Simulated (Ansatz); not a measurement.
One input on several machines: CCSD(T), H20O10 (water cluster)

Program: Ansatz 0.2.0. No other job shared the machine, and each run was timed once from launch to exit. Hardware: an Arm Neoverse N1 node (56 of its 64 cores, memory capped at 64 GiB); a node with four NVIDIA GB300 Max-Q cards and 144 Grace (Neoverse V2) cores; a node with four NVIDIA GB200 cards and 144 Grace (Neoverse V2) cores; a node with eight NVIDIA H100 80GB cards and 96 AMD EPYC 7R13 cores; an Intel Xeon 6975P-C node (Granite Rapids, 96 cores, 192 hardware threads, 360 GiB). Times and memory are rounded to two significant figures, and ratios are formed from the unrounded values. A row is a single run, so small differences between rows aren't established. System services beside the runs took up to 5 cores (rounded up). Runs with a thread on every core shared the cores with them. Precision is the program's default, which can work at lower precision in parts of a run. Card memory is the largest of readings taken every 0.4 s, so short peaks can be missed, and it isn't given for runs under about 3 s. It shows what a run took, which needn't be the least that it can run in: the program holds more work at once where threads and free memory allow. Ansatz fits or factors the two-electron integrals of a Gaussian basis by default. It has two schemes, and a run can build a set of factors by either or by both: the log gives each set's size, with a bound on the integrals' error for one scheme and none for the other.

Commands are shown without the flags for output files and display.

- atoms: 30
- electrons: 100
- basis: def2-svp
- basis functions: 240
- integral factors (in one run; the count can differ a little by machine): 2344 (error up to 1.7e-3 eV)

Input:

```yaml
crystal:
  periodic: [false, false, false]
  atoms:
    - { symbol: O, position_ang: [0.0000, 0.0000, 0.0000] }
    - { symbol: H, position_ang: [-0.4718, 0.8351, 0.0752] }
    - { symbol: H, position_ang: [0.3924, -0.1314, 0.8686] }
    # ... 26 more atoms, left out here ...
    - { symbol: H, position_ang: [2.5473, -0.3795, -0.7273] }
basis:
  gaussian: { orbitals: def2-svp }
correlation: { method: ccsd_t }
scf: { lower_state_search: "off" }
```

| machine share | command | wall time | stage clocks | of them the mean-field stage | outside them | CPU time | SCF iterations | threads | host memory (GiB) | fullest card (GiB) | remarks |
| --- | --- | --- | --- | --- | --- | --- | --- | --- | --- | --- | --- |
| 1 × GB200 | ansatz run input.yaml --backend cuda --devices 1 | 3.7 s | 2.5 s | 0.89 s | 1.2 s | 62 s | 11 | 144 | 0.89 | 13 |  |
| 1 × GB300 | ansatz run input.yaml --backend cuda --devices 1 | 3.9 s | 3.1 s | 1.2 s | 0.76 s | 68 s | 11 | 144 | 1.1 | 13 |  |
| 1 × H100 | ansatz run input.yaml --backend cuda --devices 1 | 5.0 s | 3.7 s | 0.67 s | 1.3 s | 24 s | 11 | 96 | 0.86 | 12 |  |
| 2 × GB200 | ansatz run input.yaml --backend cuda --devices 2 | 3.7 s | 2.3 s | 1.1 s | 1.5 s | 65 s | 11 | 144 | 0.97 | 11 |  |
| 2 × GB300 | ansatz run input.yaml --backend cuda --devices 2 | 3.9 s | 2.5 s | 1.2 s | 1.4 s | 65 s | 11 | 144 | 1.1 | 12 |  |
| 4 × GB200 | ansatz run input.yaml --backend cuda --devices 4 | 5.1 s | 2.4 s | 1.6 s | 2.7 s | 70 s | 11 | 144 | 1.5 | 11 |  |
| 4 × GB300 | ansatz run input.yaml --backend cuda --devices 4 | 5.5 s | 2.6 s | 1.6 s | 2.9 s | 70 s | 11 | 144 | 1.7 | 12 |  |
| 96 threads, Xeon 6975P-C | ansatz run input.yaml --backend cpu | 19 s | 18 s | 0.43 s | 0.86 s | 26 min | 11 | 96 | 9.8 |  | workers unbound |

The stage clocks are the program's own, summed: the mean-field stage and the correlated steps. The mean-field stage is one clock over all work up to the reference state: integrals, SCF, tests for a lower state where a run makes them, the wait for a card to open. The correlated steps include the solver's set-up. Outside lie the rest of start-up and exit.

SCF iterations count the mean-field evaluations that the program logged over all starts and steps, those after a first convergence included. Correlated methods freeze the cores.

«workers unbound»: the program didn't bind its workers to cores in this run.

The logs of these runs don't tell the arithmetic, which the program chooses by machine, so the machines needn't compute or store alike. On CPUs coupled cluster can use a molecule's symmetry and on cards it can't; its CPU runs here are of geometries without exact symmetry.

The runs on cards also kept host threads busy (see the CPU time), so differences between cards can come from their hosts too.

Among these rows the slowest by wall time (96 threads, Xeon 6975P-C) takes 5.1 times as long as the fastest (1 × GB200, with 2 × GB200 within 5 %). Up to 53 % of a wall time lies outside the stage clocks (4 × GB300), so the wall times show the speed at the clocked work only in part. On the stage clocks alone the slowest (96 threads, Xeon 6975P-C) takes 7.9 times as long as the fastest (2 × GB200). In 3 of these rows the mean-field stage takes more than half of the clocked time, so the order isn't that of the correlated steps alone.

**Question.** How long does the same input take on 56 threads, Neoverse N1 (taskset -c 8-63 ansatz run input.yaml --backend cpu --max-ram 64GiB)?

**Answer.** 2.5 min, in 11 SCF iterations, 8.0 times the time on 96 threads, Xeon 6975P-C; peak host memory 8.7 GiB. The mean-field stage takes 0.72 s, the correlated steps 2.4 min, of them CCSD cycles 32 s and (T) 110 s (against 18 s).
